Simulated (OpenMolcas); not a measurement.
# Sm²⁺ among point charges: CASSCF levels and susceptibility

How does a field of 4 point charges split the states of Sm²⁺, and what χT follows?

The numbers are computed with OpenMolcas 26.06 (state-averaged CASSCF, spin-orbit coupling by RASSI with atomic mean-field integrals), except any that are marked as measured or tabulated.

### 1 What is computed

```
Species                           : Sm²⁺ (samarium, Z = 62, 60 electrons)
Basis                             : ANO-RCC-VDZP [7s6p4d2f1g], 68 functions
Scalar Hamiltonian                : DKH2, point nucleus
Inactive shells                   : 1s 2s 2p 3s 3p 3d 4s 4p 4d 5s 5p
Active space                      : 6 electrons in 7 orbitals (4f)
Some configurations of this space : 4f⁶
Orbitals                          : optimised for the highest spin of each parity, averaged over all roots
```

Outer shells as boxes (Hund's rule):

4f6
```
4f [↑ ][↑ ][↑ ][↑ ][↑ ][↑ ][  ]
```

The ion sits among 4 point charges of -1 e arranged as a tetrahedron (Td), 2.56 Å from the ion.

The work runs as a chain of OpenMolcas steps in one folder; each step below is one input file. Labels, J, g values, rates, χT and fits are worked out afterwards by a script from the matrices that RASSI stores.

### 2 GATEWAY and SEWARD: basis and integrals

Contents of a.inp:

```
&GATEWAY
Coord
1

Sm 0.0 0.0 0.0
Basis=ANO-RCC-VDZP
Group=NoSym
NoMove
AngMom=0.0 0.0 0.0
AMFI
XField
4 Angstrom 0
1.478017 1.478017 1.478017 -1.000000
1.478017 -1.478017 -1.478017 -1.000000
-1.478017 1.478017 -1.478017 -1.000000
-1.478017 -1.478017 1.478017 -1.000000
&SEWARD
```

On the command line:

```console
> OMP_NUM_THREADS=1 MOLCAS_MEM=2252 MOLCAS_PROJECT=a pymolcas a.inp > a.log
```

### 3 Reference wave functions, septets, 7 roots

Contents of a.inp:

```
&RASSCF
FileOrb=start.orb
Symmetry=1
Spin=7
nActEl=6 0 0
Inactive=27
Ras2=7
CIRoot=7 7 1
SDav=7
CIMx=300
Iter=120 100
PrWF=0.3
OrbListing=Nothing
MaxOrb=0
>>> COPY $Project.JobIph JOB001
```

start.orb holds the contracted functions of the basis, ordered by shell, or the orbitals of the step before.

### 4 CASSCF: quintets, 140 roots

Contents of a.inp:

```
&RASSCF
FileOrb=start.orb
Symmetry=1
Spin=5
nActEl=6 0 0
Inactive=27
Ras2=7
CIRoot=140 140 1
SDav=140
CIMx=300
Iter=120 100
PrWF=0.3
OrbListing=Nothing
MaxOrb=0
CIOnly
>>> COPY $Project.JobIph JOB002
```

### 5 Reference wave functions, triplets, 162 roots

Contents of a.inp:

```
&RASSCF
FileOrb=start.orb
Symmetry=1
Spin=3
nActEl=6 0 0
Inactive=27
Ras2=7
CIRoot=162 162 1
SDav=588
CIMx=300
Iter=120 100
PrWF=0.3
OrbListing=Nothing
MaxOrb=0
CIOnly
>>> COPY $Project.JobIph JOB003
```

### 6 CASSCF: singlets, 162 roots

Contents of a.inp:

```
&RASSCF
FileOrb=start.orb
Symmetry=1
Spin=1
nActEl=6 0 0
Inactive=27
Ras2=7
CIRoot=162 162 1
SDav=490
CIMx=300
Iter=120 100
PrWF=0.3
OrbListing=Nothing
MaxOrb=0
CIOnly
>>> COPY $Project.JobIph JOB004
```

### 7 RASSI: spin-orbit coupling between the states

Contents of a.inp:

```
&RASSI
NrOfJobIphs=3 7 86 75
1 2 3 4 5 6 7
1 2 3 4 5 6 7 8 9 10 11 12 13 14 15 16 17 18 19 20 21 22 23 24 25 26 27
28 29 30 31 32 33 34 35 36 37 38 39 40 41 42 43 44 45 46 47 48 49 50 51
52 53 54 55 56 57 58 59 60 61 62 63 64 65 66 67 68 69 70 71 72 73 74 75
76 77 78 79 80 81 82 83 84 85 86
1 2 3 4 5 6 7 8 9 10 11 12 13 14 15 16 17 18 19 20 21 22 23 24 25 26 27
28 29 30 31 32 33 34 35 36 37 38 39 40 41 42 43 44 45 46 47 48 49 50 51
52 53 54 55 56 57 58 59 60 61 62 63 64 65 66 67 68 69 70 71 72 73 74 75
IphNames
JOB001
JOB002
JOB003
EJob
SpinOrbit
DIPRint=1.0
SOCoupling=1000.0
Subsets=2
Property=9
'ANGMOM' 1 'ANGMOM' 2 'ANGMOM' 3 'MLTPL  1' 1 'MLTPL  1' 2 'MLTPL  1' 3
'AMFI' 1 'AMFI' 2 'AMFI' 3
SOProperty=3
'ANGMOM' 1 'ANGMOM' 2 'ANGMOM' 3
```

What does the calculation give? Wanted: spin-free ground state; first state of the same spin within the active space; lowest level; next level.

**Answer**, as computed:

| quantity | value |
| --- | --- |
| method | CASSCF |
| spin-free ground state | 7A2, 1-fold in its orbital part |
| first state of the same spin within the active space | 7T2 at 138 cm⁻¹ |
| lowest level | 1-fold A1 |
| next level | 278.3 cm⁻¹ |
| χT at 300 K | 1.51 cm³ K/mol |
| effective moment at 300 K | 3.48 μB |

The spin-free ground state (7A2) comes to 100 % from free-ion F terms and keeps the highest spin of the shell. The quintets, triplets, singlets rest on orbitals optimised for another spin in at least one step, which raises them against the optimised states. Not all states of the active space went into the spin-orbit step. High states of lower spin are left out of the spin-orbit mixing, and CASSCF puts spin-flip levels too high. Point charges carry no covalency, so the field is a model and not that of real ligands.
